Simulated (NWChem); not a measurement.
# BH3O3 (boric acid) at 6 levels

We compute a comparison of 6 runs (BHLYP/def2-SVPD, r2SCAN/def2-SVPD, B3LYP/def2-SVPD, BLYP/def2-SVPD, M06-L/def2-SVPD, TPSS/def2-SVPD) of BH3O3 (boric acid). 

Program for the calculation: NWChem 7.3.0.

1 further run of the same task is left out (set aside as unsound or not needed).

### Step 1. The system as given

The species is BH3O3 (7 atoms), meant as a singlet with charge 0. SMILES: `OB(O)O`. Geometry: relaxed at PBE0-D4/def2-TZVP. This is a higher conformer, about 20 kJ/mol above the lowest found by a separate search.

Bond lengths: O1–B2 1.367 Å, B2–O3 1.360 Å, B2–O4 1.376 Å, O1–H5 0.957 Å, O3–H6 0.959 Å, O4–H7 0.957 Å. Angles: O1–B2–O3 116.5°, O1–B2–O4 125.2°, O3–B2–O4 118.3°, B2–O1–H5 115.3°, B2–O3–H6 111.6°, B2–O4–H7 115.8°.

### Step 2. Energy and gradient at BHLYP/def2-SVPD (run 1)

bh3o3.nw

```
start bh3o3
title "BH3O3 gradient"
memory total 2200 mb
geometry noautosym nocenter noautoz
  O    -1.109700    0.802600    0.321900
  B    -0.012200   -0.006800    0.228700
  O     0.501200   -0.469300    1.400100
  O     0.600700   -0.381300   -0.945400
  H    -1.457400    1.118600   -0.511500
  H     1.266800   -1.028200    1.254500
  H     0.210500   -0.035700   -1.748300
end
basis spherical bse
  * library def2-SVPD
end
dft
  xc bhlyp
  grid fine
  convergence energy 1e-08
  iterations 100
  mulliken
  print low
end
task dft gradient
```

Started as:

```bash
$ nwchem bh3o3.nw > bh3o3.out
```

The log of the run:

```text
[...]
 d= 0,ls=0.0,diis     1   -252.1017804152 -3.68D+02  1.25D-02  8.89D-01     2.4
[...]
 d= 0,ls=0.0,diis     8   -252.2023441133 -5.79D-09  1.34D-06  4.55D-08    16.3
         Total DFT energy =     -252.202344113270
      One electron energy =     -576.480134115049
           Coulomb energy =      238.986305534729
    Exchange-Corr. energy =      -30.938158426230
 Nuclear repulsion energy =      116.229642893280
[...]
      Total Density - Mulliken Population Analysis
     ---------------------------------------------
    Atom       Charge   Shell Charges
 -----------   ------   -------------------------------------------------------
    1 O    8     8.51   1.99  1.08  0.60  0.24  2.91  1.59  0.11  0.01 -0.01
    2 B    5     3.99   1.98  0.80 -0.41 -0.04  1.58 -0.29  0.27  0.10
    3 O    8     8.49   1.99  1.08  0.60  0.26  2.91  1.59  0.06  0.01 -0.01
    4 O    8     8.39   1.99  1.07  0.60  0.11  2.91  1.61  0.09  0.01 -0.00
    5 H    1     0.90   0.71  0.10  0.07  0.02
    6 H    1     0.82   0.71  0.03  0.07  0.02
    7 H    1     0.89   0.71  0.09  0.07  0.02
[...]
                         DFT ENERGY GRADIENTS
    atom               coordinates                        gradient
                 x          y          z           x          y          z
   1 O      -2.097029   1.516694   0.608303   -0.004337   0.002440   0.011381
   2 B      -0.023055  -0.012850   0.432180   -0.000251   0.000565  -0.005560
   3 O       0.947131  -0.886848   2.645805   -0.004814   0.002892   0.009923
   4 O       1.135158  -0.720553  -1.786547    0.009270  -0.006907   0.000220
   5 H      -2.754087   2.113847  -0.966595   -0.001130   0.001358  -0.007496
   6 H       2.393905  -1.943016   2.370661    0.005688  -0.004016  -0.003024
   7 H       0.397787  -0.067463  -3.303808   -0.004427   0.003668  -0.005444
 Task  times  cpu:       21.7s     wall:       21.7s
 Total times  cpu:       21.8s     wall:       21.8s
```

It took 23 s on 1 thread of Intel Xeon Platinum 8375C at 2.90GHz (Ice Lake), shared host; peak memory 0.12 GiB.

### Step 3. Energy and forces at r2SCAN/def2-SVPD (run 2)

run.py

```python
from ase import Atoms
from ase.calculators.nwchem import NWChem

atoms = Atoms('OBOOHHH', positions=[
    [-1.109700, 0.802600, 0.321900],
    [-0.012200, -0.006800, 0.228700],
    [0.501200, -0.469300, 1.400100],
    [0.600700, -0.381300, -0.945400],
    [-1.457400, 1.118600, -0.511500],
    [1.266800, -1.028200, 1.254500],
    [0.210500, -0.035700, -1.748300],
])

calc = NWChem(
    label='mol',
    theory='dft',
    memory='2200 mb',
    basis='def2-SVPD',
    basispar='spherical bse',
    dft={'xc': 'r2scan', 'mult': '1', 'grid': 'fine', 'convergence': 'energy 1e-08', 'iterations': '100', 'mulliken': None, 'print': 'low'},
)
atoms.calc = calc

forces = atoms.get_forces()
print(f"energy = {atoms.get_potential_energy():.6f} eV")
print("forces (eV/A):")
for s, f in zip(atoms.symbols, forces):
    print(f"{s:2s} {f[0]:10.5f} {f[1]:10.5f} {f[2]:10.5f}")
```

Started as:

```bash
$ export ASE_NWCHEM_COMMAND="nwchem PREFIX.nwi > PREFIX.nwo"
$ python run.py
```

The log of the run:

```text
energy = -6862.517885 eV
forces (eV/A):
O    -0.02946    0.01435    0.10809
B    -0.00211   -0.00262    0.06520
O    -0.06572    0.04109    0.11225
O     0.09647   -0.07456    0.04124
H    -0.10706    0.08983   -0.14897
H     0.16049   -0.12038    0.01409
H    -0.05260    0.05230   -0.19191
```

The calculator wrote mol.nwi:

```
title "mol"

permanent_dir mol

scratch_dir mol

start mol

geometry units angstrom nocenter noautosym noautoz
  O  -1.1096999999999999e+00 8.0259999999999998e-01 3.2190000000000002e-01
  B  -1.2200000000000001e-02 -6.7999999999999996e-03 2.2869999999999999e-01
  O  5.0119999999999998e-01 -4.6929999999999999e-01 1.4000999999999999e+00
  O  6.0070000000000001e-01 -3.8129999999999997e-01 -9.4540000000000002e-01
  H  -1.4574000000000000e+00 1.1186000000000000e+00 -5.1149999999999995e-01
  H  1.2667999999999999e+00 -1.0282000000000000e+00 1.2544999999999999e+00
  H  2.1049999999999999e-01 -3.5700000000000003e-02 -1.7483000000000000e+00
end

memory 2200 mb

basis spherical bse noprint
   * library def2-SVPD
end

dft
  xc r2scan
  mult 1
  grid fine
  convergence energy 1e-08
  iterations 100
  mulliken
  print low
end

task dft gradient
```

mol.nwo:

```text
Northwest Computational Chemistry Package (NWChem) 7.3.0
             --------------------------------------------------------

           Job information
           ---------------

    nwchem branch   = 7.3.0
    use scalapack   = T
    input           = mol.nwi
    prefix          = mol.
    data base       = mol/mol.db
    status          = startup
    nproc           =        1

           Memory information
           ------------------

    heap     =     72089594 doubles =      550.0 Mbytes
    stack    =     72089599 doubles =      550.0 Mbytes
    global   =    144179200 doubles =     1100.0 Mbytes (distinct from heap & stack)
    total    =    288358393 doubles =     2200.0 Mbytes
    verify   = yes
    hardfail = no

[... 39 lines left out ...]
            Nuclear Dipole moment (a.u.)
[... 74 lines left out ...]
   convergence    iter        energy       DeltaE   RMS-Dens  Diis-err    time
[... 13 lines left out ...]
         Total DFT energy =     -252.192882736740
      One electron energy =     -576.424654800529
           Coulomb energy =      238.902181592171
    Exchange-Corr. energy =      -30.900052421662
 Nuclear repulsion energy =      116.229642893279
[... 33 lines left out ...]
                         DFT ENERGY GRADIENTS

    atom               coordinates                        gradient
                 x          y          z           x          y          z
   1 O      -2.097029   1.516694   0.608303    0.000573  -0.000279  -0.002102
   2 B      -0.023055  -0.012850   0.432180    0.000041   0.000051  -0.001268
   3 O       0.947131  -0.886848   2.645805    0.001278  -0.000799  -0.002183
   4 O       1.135158  -0.720553  -1.786547   -0.001876   0.001450  -0.000802
   5 H      -2.754087   2.113847  -0.966595    0.002082  -0.001747   0.002897
   6 H       2.393905  -1.943016   2.370661   -0.003121   0.002341  -0.000274
   7 H       0.397787  -0.067463  -3.303808    0.001023  -0.001017   0.003732

 Task  times  cpu:       31.9s     wall:       31.9s
 Total times  cpu:       32.0s     wall:       32.0s
```

Wall time 33 s (1 thread of Intel Xeon Platinum 8375C at 2.90GHz (Ice Lake), shared host); peak memory 0.12 GiB.

Runs 3 to 5 aren't shown in full; the table further down has their settings and results.

### Step 4. Energy and forces at TPSS/def2-SVPD (run 6)

run.py

```python
from ase import Atoms
from ase.calculators.nwchem import NWChem

atoms = Atoms(['O', 'B', 'O', 'O', 'H', 'H', 'H'], positions=[
    [-1.109700, 0.802600, 0.321900],
    [-0.012200, -0.006800, 0.228700],
    [0.501200, -0.469300, 1.400100],
    [0.600700, -0.381300, -0.945400],
    [-1.457400, 1.118600, -0.511500],
    [1.266800, -1.028200, 1.254500],
    [0.210500, -0.035700, -1.748300],
])

calc = NWChem(
    label='nw',
    theory='dft',
    memory='2200 mb',
    basis='def2-SVPD',
    basispar='spherical bse',
    dft={'xc': 'xtpss03 ctpss03', 'mult': '1', 'grid': 'fine', 'convergence': 'energy 1e-08', 'iterations': '100', 'mulliken': None},
)
atoms.calc = calc

forces = atoms.get_forces()
print("Total energy (eV):", round(atoms.get_potential_energy(), 6))
print("forces (eV/A):")
for s, f in zip(atoms.symbols, forces):
    print(f"{s:2s} {f[0]:10.5f} {f[1]:10.5f} {f[2]:10.5f}")
print("dipole (e A):", atoms.get_dipole_moment().round(4))
```

Started as:

```bash
$ export ASE_NWCHEM_COMMAND="nwchem PREFIX.nwi > PREFIX.nwo"
$ python run.py
```

The log of the run:

```text
Total energy (eV): -6866.638629
forces (eV/A):
O    -0.19098    0.10973    0.46558
B    -0.01512    0.01126    0.00411
O    -0.21062    0.12388    0.47288
O     0.40027   -0.30000    0.03507
H    -0.25336    0.21962   -0.45380
H     0.45215   -0.33517   -0.01435
H    -0.18234    0.17072   -0.50949
dipole (e A): [ 5.00e-04  4.09e-02 -5.97e-01]
```

The calculator wrote nw.nwi:

```
title "nw"

permanent_dir nw

scratch_dir nw

start nw

geometry units angstrom nocenter noautosym noautoz
  O  -1.1096999999999999e+00 8.0259999999999998e-01 3.2190000000000002e-01
  B  -1.2200000000000001e-02 -6.7999999999999996e-03 2.2869999999999999e-01
  O  5.0119999999999998e-01 -4.6929999999999999e-01 1.4000999999999999e+00
  O  6.0070000000000001e-01 -3.8129999999999997e-01 -9.4540000000000002e-01
  H  -1.4574000000000000e+00 1.1186000000000000e+00 -5.1149999999999995e-01
  H  1.2667999999999999e+00 -1.0282000000000000e+00 1.2544999999999999e+00
  H  2.1049999999999999e-01 -3.5700000000000003e-02 -1.7483000000000000e+00
end

memory 2200 mb

basis spherical bse noprint
   * library def2-SVPD
end

dft
  xc xtpss03 ctpss03
  mult 1
  grid fine
  convergence energy 1e-08
  iterations 100
  mulliken
end

task dft gradient
```

nw.nwo:

```text
Northwest Computational Chemistry Package (NWChem) 7.3.0
             --------------------------------------------------------

           Job information
           ---------------

    nwchem branch   = 7.3.0
    use scalapack   = T
    input           = nw.nwi
    prefix          = nw.
    data base       = nw/nw.db
    status          = startup
    nproc           =        1

           Memory information
           ------------------

    heap     =     72089594 doubles =      550.0 Mbytes
    stack    =     72089599 doubles =      550.0 Mbytes
    global   =    144179200 doubles =     1100.0 Mbytes (distinct from heap & stack)
    total    =    288358393 doubles =     2200.0 Mbytes
    verify   = yes
    hardfail = no

[... 104 lines left out ...]
  convergence criterion.
[... 36 lines left out ...]
          Spatial weights used:  Erf1
[... 76 lines left out ...]
         Total DFT energy =     -252.344317311360
[... 3 lines left out ...]
 Nuclear repulsion energy =      116.229642893279
[... 869 lines left out ...]
          Convergence on gradient requested:  5.00D-04
[... 23 lines left out ...]
          total energy or number of iterations.
[... 38 lines left out ...]
                 ----------------------------------------
                 |  Time  |  1-e(secs)   |  2-e(secs)   |
                 ----------------------------------------
                 |  CPU   |       0.01   |       4.12   |
                 ----------------------------------------
                 |  WALL  |       0.01   |       4.12   |
                 ----------------------------------------

 Task  times  cpu:       32.3s     wall:       32.3s
 Total times  cpu:       32.3s     wall:       32.3s
```

It took 34 s on 1 thread of Intel Xeon Platinum 8375C at 2.90GHz (Ice Lake), shared host; peak memory 0.12 GiB.

### Step 5. All runs side by side

```
run             level  energy (Eh)  largest force (eV/Å)  wall time
  1   BHLYP/def2-SVPD  -252.202344                 0.639       23 s
  2  r2SCAN/def2-SVPD  -252.192883                 0.206       33 s
  3   B3LYP/def2-SVPD  -252.330613                 0.241       27 s
  4    BLYP/def2-SVPD  -252.276425                 0.699       29 s
  5   M06-L/def2-SVPD  -252.287353                 0.037       37 s
  6    TPSS/def2-SVPD  -252.344317                 0.567       34 s
```

### Step 6. Outcome

```
                       quantity          value
            run 6: total energy  -252.34432 Eh
           run 6: dipole moment         2.87 D
             run 6: HOMO energy       -7.68 eV
             run 6: LUMO energy       -0.97 eV
           run 6: HOMO–LUMO gap        6.70 eV
run 6: largest force on an atom     0.567 eV/Å
```

What this shows: Over runs 3, 4, 5, 6 the dipole moment (its size) runs from 2.87 D (TPSS/def2-SVPD) to 2.97 D (B3LYP/def2-SVPD). Totals of different functionals can't be ranked against each other. All runs together took 3 min, the longest 37 s.
